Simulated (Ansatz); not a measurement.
# C5H8O3Zr: one species, many methods

One table from this session's results is given with a row withheld; the runs are named, their logs left out.

The runs use Ansatz 0.2.0, Gaussian basis; functionals in def2-TZVPP, the program's frozen cores in correlated methods.

Levels to be run: LDA (SPW92), PBE-D4, revPBE-D4, BLYP-D4, r2SCAN-D4, B97M-V, PBE0-D4, B3LYP-D4, r2SCANh-D4, r2SCAN0-D4, HSE06-D4, BHLYP-D4, CAM-B3LYP-D4, LC-ωPBE, ωB97X-V, ωB97M-V, B2PLYP, PBE-QIDH; CCSD(T)/def2-SVP; CCSD(T)/def2-TZVPP; MP2/def2-QZVPP; extrapolation to the limit; RPA on PBE.

**Structure used throughout**

An earlier PBE0-D4 in a triple-zeta def2 set relaxation fixed the geometry. Zr takes the def2 core potential; no spin-orbit term is included.

SMILES `[OH][Zr]1234([OH])([OH])[C@H]5[C@@H]1[C@@H]2[C@@H]3[C@H]54`, 17 atoms, charge 0, spin multiplicity 1.

Atoms are counted from 1 here; the program's logs count them from 0.

Bond lengths: O1–Zr2 1.945 Å, O1–H10 0.952 Å, Zr2–O3 1.945 Å, Zr2–O4 1.943 Å, Zr2–C5 2.541 Å, Zr2–C6 2.535 Å, Zr2–C7 2.541 Å, Zr2–C8 2.536 Å, Zr2–C9 2.541 Å, O3–H11 0.952 Å, O4–H12 0.952 Å, C5–C6 1.413 Å, C5–C9 1.407 Å, C5–H13 1.080 Å, C6–C7 1.410 Å, C6–H14 1.080 Å, C7–C8 1.410 Å, C7–H15 1.080 Å and more. Angles: Zr2–O1–H10 149.8°, O1–Zr2–O3 105.7°, O1–Zr2–O4 105.5°, O1–Zr2–C5 86.8°, O1–Zr2–C6 93.3°, O1–Zr2–C7 124.6°, O1–Zr2–C8 140.2°, O1–Zr2–C9 112.4°, O3–Zr2–O4 105.5°, O3–Zr2–C5 113.1°, O3–Zr2–C6 140.4°, O3–Zr2–C7 123.7°, O3–Zr2–C8 92.7°, O3–Zr2–C9 87.0°, O4–Zr2–C5 134.5°, O4–Zr2–C6 102.3°, O4–Zr2–C7 85.5°, O4–Zr2–C8 103.0° and more.

The first run:

File in.yaml:

```yaml
crystal:
  periodic: [false, false, false]
  atoms:
    - {symbol: O, position_ang: [1.741806, 1.022289, -1.558970]}
    - {symbol: Zr, position_ang: [0.683833, -0.375840, -0.717291]}
    - {symbol: O, position_ang: [1.969704, -1.619314, 0.046370]}
    - {symbol: O, position_ang: [-0.161556, -1.336996, -2.179651]}
    - {symbol: C, position_ang: [-0.088990, 1.398178, 0.929670]}
    - {symbol: C, position_ang: [-1.139703, 1.233095, -0.000650]}
    - {symbol: C, position_ang: [-1.674545, -0.059578, 0.173671]}
    - {symbol: C, position_ang: [-0.946997, -0.699482, 1.197335]}
    - {symbol: C, position_ang: [0.030181, 0.206297, 1.668188]}
    - {symbol: H, position_ang: [1.969040, 1.942893, -1.645606]}
    - {symbol: H, position_ang: [2.312382, -2.085726, 0.802500]}
    - {symbol: H, position_ang: [-0.930683, -1.674879, -2.627408]}
    - {symbol: H, position_ang: [0.529638, 2.276567, 1.038540]}
    - {symbol: H, position_ang: [-1.467319, 1.964597, -0.725093]}
    - {symbol: H, position_ang: [-2.482248, -0.493495, -0.396247]}
    - {symbol: H, position_ang: [-1.100659, -1.708543, 1.551440]}
    - {symbol: H, position_ang: [0.756117, 0.009938, 2.443212]}
basis:
  gaussian: {orbitals: def2-TZVPP}
hamiltonian: {xc: lda}
output: {orbitals: {seedname: orbitals}}
```

The run is started by

```
$ ansatz run in.yaml --threads 4 --pin off --events-out ev --progress --plain --max-ram 41984MiB --backend cuda --devices 0, --max-vram 37GiB
```

Among the steps run: LDA; PBE-D4 (GGA); revPBE-D4 (GGA); BLYP-D4 (GGA); r2SCAN-D4 (meta-GGA); B97M-V (meta-GGA); B3LYP-D4 (hybrid); r2SCANh-D4 (hybrid); r2SCAN0-D4 (hybrid); HSE06-D4 (hybrid); BHLYP-D4 (hybrid); CAM-B3LYP-D4 (range-separated); LC-ωPBE (range-separated); ωB97X-V (range-separated); ωB97M-V (range-separated); B2PLYP (double hybrid); PBE-QIDH (double hybrid).

One table of the session follows, with a row left open; its other results are not shown here.

It belongs to the step «Frontier levels by functional». 

```
  functional  HOMO (eV)  gap (eV)
 LDA (SPW92)      -6.28      5.34
      PBE-D4      -6.08      5.40
   revPBE-D4      -6.01      5.42
     BLYP-D4      -5.90      5.34
   r2SCAN-D4      -6.29      5.80
      B97M-V      -6.32      5.85
     PBE0-D4      -7.20      7.33
    B3LYP-D4      -6.96      6.82
  r2SCANh-D4      -6.71      6.55
  r2SCAN0-D4      -7.34      7.66
    HSE06-D4      -6.80      6.61
    BHLYP-D4      -8.09      8.68
CAM-B3LYP-D4          ?         ?
     LC-ωPBE      -9.73     11.47
     ωB97X-V      -9.39     10.99
     ωB97M-V      -9.31     10.33
```

**Question.** Estimate the row for CAM-B3LYP-D4.

The run gave: HOMO (eV): -8.42; gap (eV): 9.14. In the column «HOMO (eV)» it lies between ωB97M-V (-9.31) and BHLYP-D4 (-8.09).
